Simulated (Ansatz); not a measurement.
# CsNa: the cost of one run

Method: DFT PBE, scalar-relativistic, plane waves, PAW, in Ansatz 0.2.0.

### 1 The starting structure

Symmetry: Pm-3m, No. 221, cubic system. The conventional cell has a = 4.081 Å, b = 4.081 Å, c = 4.081 Å, α = 90.00°, β = 90.00°, γ = 90.00°. Cs (site symmetry m-3m) has 8 Na at 3.53 Å as nearest neighbours. Around Na (site symmetry m-3m) lie 8 Cs at 3.53 Å.

Structure file:

```cif
data_structure
_symmetry_space_group_name_H-M 'P 1'
_symmetry_Int_Tables_number 1
_cell_length_a 4.0806
_cell_length_b 4.0806
_cell_length_c 4.0806
_cell_angle_alpha 90.000
_cell_angle_beta 90.000
_cell_angle_gamma 90.000
_cell_volume 67.95
loop_
_atom_site_label
_atom_site_type_symbol
_atom_site_fract_x
_atom_site_fract_y
_atom_site_fract_z
_atom_site_occupancy
Cs1 Cs 0.00000 0.00000 0.00000 1
Na1 Na 0.50000 0.50000 0.50000 1
```

This is candidate A: caesium chloride type (Pm-3m, No. 221).

(A quick probe on a coarse mesh, which set the mesh and smearing, is not shown.)

### 3 A loose first relaxation (candidate A)

input.yaml reads:

```yaml
crystal:
  lattice:
    - [4.0806058019, 0.0, 0.0]
    - [0.0, 4.0806058019, 0.0]
    - [0.0, 0.0, 4.0806058019]
  atoms:
    - { symbol: Cs, position: [0.0, 0.0, 0.0] }
    - { symbol: Na, position: [0.5, 0.5, 0.5] }
basis:
  ecutwfc: 420
kpoints:
  mp_grid: { grid: [4, 4, 4] }
hamiltonian:
  xc: pbe
scf:
  occupations: { method: gaussian, width: 0.1 }
  lower_state_search: "off"
output:
  forces: true
  stress: true
  eigenvalues: true
relax:
  adjacent_minimum: "off"
  f_tol: 0.04
  max_steps: 70
  cell: { stress_tol: 0.4 }
```

Run with:

```bash
$ ansatz run input.yaml --threads 1 --pin off --max-ram 2560MiB --backend cpu --events-out ev --progress --plain --runs-dir out
```

Q: Estimate wall time and peak memory on 1 thread of Arm Neoverse V2, shared host.

About 9.1 s, with a peak of 0.34 GiB.
